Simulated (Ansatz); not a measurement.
# H₆O₂SSi₂: one species, many methods

One table from this session's results is given with a row withheld; the runs are named, their logs left out.

Computed with Ansatz 0.2.0, Gaussian basis. Level: functionals in def2-TZVPP, the program's frozen cores in correlated methods.

Levels to be run: PBE-D4, r2SCAN-D4, PBE0-D4, B3LYP-D4, ωB97X-V, ωB97M-V, B2PLYP; CCSD(T)/def2-TZVPP; MP2/def2-QZVPP; extrapolation to the limit.

## The relaxed structure

The geometry comes from an earlier relaxation with PBE0-D4 in a triple-zeta def2 set; it is a stationary point, not always the lowest conformer.

SMILES `O[SiH](O)S[SiH3]`, 11 atoms, charge 0, spin multiplicity 1.

Atoms are counted from 1 here; the program's logs count them from 0.

Bond lengths: O1–Si2 1.636 Å, O1–H6 0.959 Å, Si2–O3 1.638 Å, Si2–S4 2.124 Å, Si2–H7 1.477 Å, O3–H8 0.960 Å, S4–Si5 2.141 Å, Si5–H9 1.485 Å, Si5–H10 1.483 Å, Si5–H11 1.484 Å. Angles: Si2–O1–H6 117.5°, O1–Si2–O3 114.0°, O1–Si2–S4 102.9°, O1–Si2–H7 112.0°, O3–Si2–S4 111.9°, O3–Si2–H7 103.6°, S4–Si2–H7 112.9°, Si2–O3–H8 117.3°, Si2–S4–Si5 96.8°, S4–Si5–H9 110.6°, S4–Si5–H10 106.1°, S4–Si5–H11 111.4°, H9–Si5–H10 110.1°, H9–Si5–H11 109.2°, H10–Si5–H11 109.4°.

The first run:

in.yaml reads:

```yaml
crystal:
  periodic: [false, false, false]
  atoms:
    - {symbol: O, position_ang: [-2.365139, 1.081747, 0.614011]}
    - {symbol: Si, position_ang: [-0.937704, 0.704581, -0.090390]}
    - {symbol: O, position_ang: [-1.051837, -0.446606, -1.250593]}
    - {symbol: S, position_ang: [0.244037, 0.058003, 1.551301]}
    - {symbol: Si, position_ang: [1.866199, -0.735665, 0.401119]}
    - {symbol: H, position_ang: [-2.998978, 1.576475, 0.091834]}
    - {symbol: H, position_ang: [-0.350053, 1.858132, -0.801636]}
    - {symbol: H, position_ang: [-1.343247, -1.319600, -0.978239]}
    - {symbol: H, position_ang: [2.193504, 0.164739, -0.732853]}
    - {symbol: H, position_ang: [3.020103, -0.827873, 1.327913]}
    - {symbol: H, position_ang: [1.548216, -2.086932, -0.124468]}
basis:
  gaussian: {orbitals: def2-TZVPP}
hamiltonian: {xc: pbe, dispersion: d4}
output: {forces: true, orbitals: {seedname: orbitals}}
```

Among the steps run: PBE-D4 (GGA); r2SCAN-D4 (meta-GGA); PBE0-D4 (hybrid); B3LYP-D4 (hybrid); ωB97X-V (range-separated); ωB97M-V (range-separated); B2PLYP (double hybrid); CCSD(T) in def2-TZVPP; MP2 in def2-QZVPP.

One table of the session follows, with a row left open; its other results are not shown here.

| method | atomisation energy (kcal/mol) |
| --- | --- |
| PBE-D4 | 917.9 |
| r2SCAN-D4 | 918.1 |
| PBE0-D4 | 904.3 |
| B3LYP-D4 | 910.7 |
| ωB97X-V | 922.3 |
| ωB97M-V | 920.9 |
| B2PLYP | 902.1 |
| HF/def2-TZVPP | 661.7 |
| MP2/def2-TZVPP | 907.9 |
| CCSD/def2-TZVPP | 878.7 |
| CCSD(T)/def2-TZVPP | 892.0 |
| MP2/CBS | ? |
| CCSD(T)/CBS | 922.0 |

**Question.** Estimate the row for MP2/CBS.

As computed: atomisation energy (kcal/mol): 938.0. In the column «atomisation energy (kcal/mol)» it is the highest.

To keep in mind: Free atoms (2 O, 2 Si, 1 S, 6 H) were run apart at each level; the atomisation energy is their sum less the molecule, without zero-point or spin-orbit terms.
